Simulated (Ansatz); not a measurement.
# Co: an axial (c/a) deformation path

An exercise on one series of results from a longer session: the logs are not shown, and one member is left open.

Program: Ansatz 0.2.0. Level of theory: DFT PBEsol, scalar-relativistic, plane waves, PAW. These are calculated values, not measurements.

2 further runs of the same task are left out: 2 set aside as unsound or not needed.

## The structure to begin with

It takes space group P6_3/mmc (No. 194, hexagonal). Conventional cell: a = 2.455 Å, b = 2.455 Å, c = 7.965 Å, α = 90.00°, β = 90.00°, γ = 120.00°. Around Co (site symmetry -3m) lie 12 Co at 2.44 to 2.46 Å. Co (site symmetry -6m2) has 12 Co at 2.44 to 2.46 Å as nearest neighbours.

Coordinates:

```
CELL_PARAMETERS angstrom
2.45521 0.00000 0.00000
-1.22761 2.12628 0.00000
0.00000 0.00000 7.96484
ATOMIC_POSITIONS crystal
Co 0.00000 0.00000 0.00000
Co 0.33333 0.66667 0.25000
Co 0.00000 0.00000 0.50000
Co 0.66667 0.33333 0.75000
```

It goes back to an entry of the Materials Project.

It is the result of an earlier relaxation at this level (volume 10.40 Å³/atom; gap on the mesh: none (metal), site moments up to 1.7 μB).

Set-up of the first run:

Contents of input.yaml:

```yaml
crystal:
  lattice:
    - [2.4552110701, 0.0, 0.0]
    - [-1.2276055351, 2.1262751584, 0.0]
    - [0.0, 0.0, 7.9648408896]
  atoms:
    - { symbol: Co, position: [0.0, 0.0, 0.0], spin: 1.81 }
    - { symbol: Co, position: [0.3333333333, 0.6666666667, 0.25], spin: 1.83 }
    - { symbol: Co, position: [0.0, 0.0, 0.5], spin: 1.81 }
    - { symbol: Co, position: [0.6666666667, 0.3333333333, 0.75], spin: 1.83 }
basis:
  ecutwfc: 420
kpoints:
  mp_grid: { grid: [24, 24, 8] }
hamiltonian:
  xc: pbesol
scf:
  occupations: { method: gaussian, width: 0.15 }
output:
  forces: true
  stress: true
  eigenvalues: true
  populations: true
magnetization:
  spin_polarized: true
```

On the command line:

```console
$ ansatz run input.yaml --threads 1 --pin off --max-ram 2560MiB --backend cpu --events-out ev --progress --plain --runs-dir out
```

Steps of the session up to this table: The reference: the undisturbed cell on the scan's mesh; At ρ = 0.850; ρ = 1.200; At ρ = 0.920; Point ρ = 1.100.

One table of the session follows, with a row left open; its other results are not shown here.

```
    ρ  ΔE (meV/atom)  pressure (GPa)  moment (μB/cell)
0.850          175.6             6.7              6.40
0.920           49.0             1.9              6.36
1.000            0.0             0.2              6.41
1.100              ?               ?                 ?
1.200          240.7            10.3              6.48
```

Estimate the missing values for ρ = 1.100.

Worked estimate for «ΔE (meV/atom)». A straight line through the neighbours (1.000, 0.0) and (1.200, 240.7) gives 0.0 + (240.7 − 0.0) × (1.100 − 1.000) / (1.200 − 1.000) = 120.4; a parabola fitted to 3 rows on both sides gives 55.5.

As computed: ΔE (meV/atom): 67.8; pressure (GPa): 2.9; moment (μB/cell): 6.43. In «ΔE (meV/atom)» the line misses by +52.6 and the parabola by -12.3.
